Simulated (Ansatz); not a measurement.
# H₂OSTe (SMILES O[Te]S): one structure at several levels

An exercise on one series of results from a longer session: the logs are not shown, and one member is left open.

Program: Ansatz 0.2.0, Gaussian basis. Level of theory: single points in def2-TZVPP. These are calculated values, not measurements.

Correlated methods freeze the cores. Filled d shells of the heavier atoms are correlated. Core potentials replace the inner electrons past krypton, and spin-orbit coupling is left out.

## The starting structure

5 atoms, charge 0, spin multiplicity 1.

Atoms are counted from 1 here; the program's logs count them from 0.

Bond lengths: O1–Te2 2.032 Å, O1–H4 0.968 Å, Te2–S3 2.213 Å, S3–H5 1.484 Å. Angles: Te2–O1–H4 116.5°, O1–Te2–S3 93.3°, Te2–S3–H5 103.4°.

Coordinates:

```xyz
5
charge 0, multiplicity 1
O    -1.3871   -0.7308    0.2882
Te   -0.5411    0.4687   -1.1164
S     0.8077    1.4410    0.3433
H    -1.0273   -1.6264    0.3658
H     2.1091    0.7674    0.1119
```

The first run:

Input file run/in.yaml:

```yaml
crystal:
  periodic: [false, false, false]
  atoms:
    - {symbol: O, position_ang: [-1.387100, -0.730800, 0.288200]}
    - {symbol: Te, position_ang: [-0.541100, 0.468700, -1.116400]}
    - {symbol: S, position_ang: [0.807700, 1.441000, 0.343300]}
    - {symbol: H, position_ang: [-1.027300, -1.626400, 0.365800]}
    - {symbol: H, position_ang: [2.109100, 0.767400, 0.111900]}
basis:
  gaussian: {orbitals: def2-TZVPP}
correlation: {method: ccsd_t}
output: {forces: true}
```

The command line of these runs was not kept.

Among the steps run: CCSD(T)/def2-TZVPP; PBE0-D4/def2-TZVPP; wB97M-V/def2-TZVPP; r2SCAN-D4/def2-TZVPP; PBE-D4/def2-TZVPP; HSE06-D4/def2-TZVPP; CAM-B3LYP-D4/def2-TZVPP.

One of the session's tables, all rows but one given; the rest of the session is left out.

```
      method  RMS force component (eV/Å)  angle to CCSD(T) forces (°)  dipole (D)
     CCSD(T)                       1.456                    reference        2.38
     PBE0-D4                       1.371                          3.8        2.40
     wB97M-V                       1.425                          3.8        2.44
   r2SCAN-D4                           ?                            ?           ?
      PBE-D4                       1.303                         10.6        2.25
    HSE06-D4                       1.368                          3.6        2.40
CAM-B3LYP-D4                       1.439                          3.7        2.50
```

**Question.** Estimate the row for r2SCAN-D4.

The run gave: RMS force component (eV/Å): 1.332; angle to CCSD(T) forces (°): 2.5; dipole (D): 2.33. In the column «RMS force component (eV/Å)» it lies between PBE-D4 (1.303) and HSE06-D4 (1.368).
